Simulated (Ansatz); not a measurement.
**C2H4F2Si: a ladder of functionals and wavefunction methods**

One table from this session's results is given with a row withheld; the runs are named, their logs left out.

Computed with Ansatz 0.2.0, Gaussian basis. Level: functionals in def2-TZVPP, the program's frozen cores in correlated methods.

The runs, in order: LDA (SPW92), PBE-D4, revPBE-D4, BLYP-D4, r2SCAN-D4, B97M-V, PBE0-D4, B3LYP-D4, r2SCANh-D4, r2SCAN0-D4, HSE06-D4, BHLYP-D4, CAM-B3LYP-D4, LC-ωPBE, ωB97X-V, ωB97M-V, B2PLYP, PBE-QIDH; CCSD(T)/def2-SVP; CCSD(T)/def2-TZVPP; MP2/def2-QZVPP; extrapolation to the limit; RPA on PBE.

**Structure used throughout**

All runs share one geometry, relaxed beforehand with PBE0-D4 in a triple-zeta def2 set.

SMILES `F[C@H]1C[Si@@H]1F`, 9 atoms, charge 0, spin multiplicity 1.

Atoms are counted from 1 here; the program's logs count them from 0.

Bond lengths: F1–C2 1.371 Å, C2–C3 1.547 Å, C2–Si4 1.838 Å, C2–H6 1.089 Å, C3–Si4 1.833 Å, C3–H7 1.085 Å, C3–H8 1.090 Å, Si4–F5 1.592 Å, Si4–H9 1.472 Å. Angles: F1–C2–C3 116.6°, F1–C2–Si4 125.7°, F1–C2–H6 110.6°, C3–C2–Si4 64.9°, C3–C2–H6 113.1°, Si4–C2–H6 117.7°, C2–C3–Si4 65.3°, C2–C3–H7 117.6°, C2–C3–H8 112.8°, Si4–C3–H7 129.2°, Si4–C3–H8 111.1°, H7–C3–H8 112.4°, C2–Si4–C3 49.8°, C2–Si4–F5 119.7°, C2–Si4–H9 123.3°, C3–Si4–F5 122.2°, C3–Si4–H9 119.6°, F5–Si4–H9 110.3°.

Set-up of the first run:

in.yaml reads:

```yaml
crystal:
  periodic: [false, false, false]
  atoms:
    - {symbol: F, position_ang: [0.013453, -0.639234, 1.981705]}
    - {symbol: C, position_ang: [0.039515, 0.225004, 0.917746]}
    - {symbol: C, position_ang: [0.904922, -0.195364, -0.293774]}
    - {symbol: Si, position_ang: [-0.879067, 0.010090, -0.659974]}
    - {symbol: F, position_ang: [-1.447960, 1.287962, -1.421180]}
    - {symbol: H, position_ang: [0.238591, 1.241747, 1.253693]}
    - {symbol: H, position_ang: [1.737861, 0.445802, -0.562794]}
    - {symbol: H, position_ang: [1.182462, -1.249298, -0.270163]}
    - {symbol: H, position_ang: [-1.701175, -1.172908, -0.962559]}
basis:
  gaussian: {orbitals: def2-TZVPP}
hamiltonian: {xc: lda}
output: {orbitals: {seedname: orbitals}}
```

Launch:

```sh
ansatz run in.yaml --threads 2 --pin off --events-out ev --progress --plain --max-ram 4352MiB
```

Among the steps run: LDA; PBE-D4 (GGA); revPBE-D4 (GGA); BLYP-D4 (GGA); r2SCAN-D4 (meta-GGA); B97M-V (meta-GGA); PBE0-D4 (hybrid); B3LYP-D4 (hybrid); r2SCANh-D4 (hybrid); r2SCAN0-D4 (hybrid); HSE06-D4 (hybrid); BHLYP-D4 (hybrid); CAM-B3LYP-D4 (range-separated); LC-ωPBE (range-separated); ωB97X-V (range-separated); ωB97M-V (range-separated); B2PLYP (double hybrid); PBE-QIDH (double hybrid).

One table of the session follows, with a row left open; its other results are not shown here.

```
  functional  HOMO (eV)  gap (eV)
 LDA (SPW92)      -6.20      5.02
      PBE-D4      -6.05      5.13
   revPBE-D4      -5.99      5.18
     BLYP-D4      -5.95      5.17
   r2SCAN-D4      -6.29      5.79
      B97M-V      -6.37      5.75
     PBE0-D4      -7.36      7.39
    B3LYP-D4      -7.16      6.97
  r2SCANh-D4      -6.78      6.60
  r2SCAN0-D4          ?         ?
    HSE06-D4      -6.95      6.61
    BHLYP-D4      -8.59      9.57
CAM-B3LYP-D4      -8.75      9.82
     LC-ωPBE     -10.06     12.35
     ωB97X-V      -9.71     11.88
     ωB97M-V      -9.58     11.43
```

Estimate the missing values for r2SCAN0-D4.

Worked estimate for «HOMO (eV)». Against the share of exact exchange, r2SCAN-D4 (0, -6.29), r2SCANh-D4 (0.1, -6.78) give a slope of -4.90 per unit share; at 0.25 the line stands at -7.51.

As computed: HOMO (eV): -7.52; gap (eV): 7.81. In «HOMO (eV)» the line misses by +0.01.
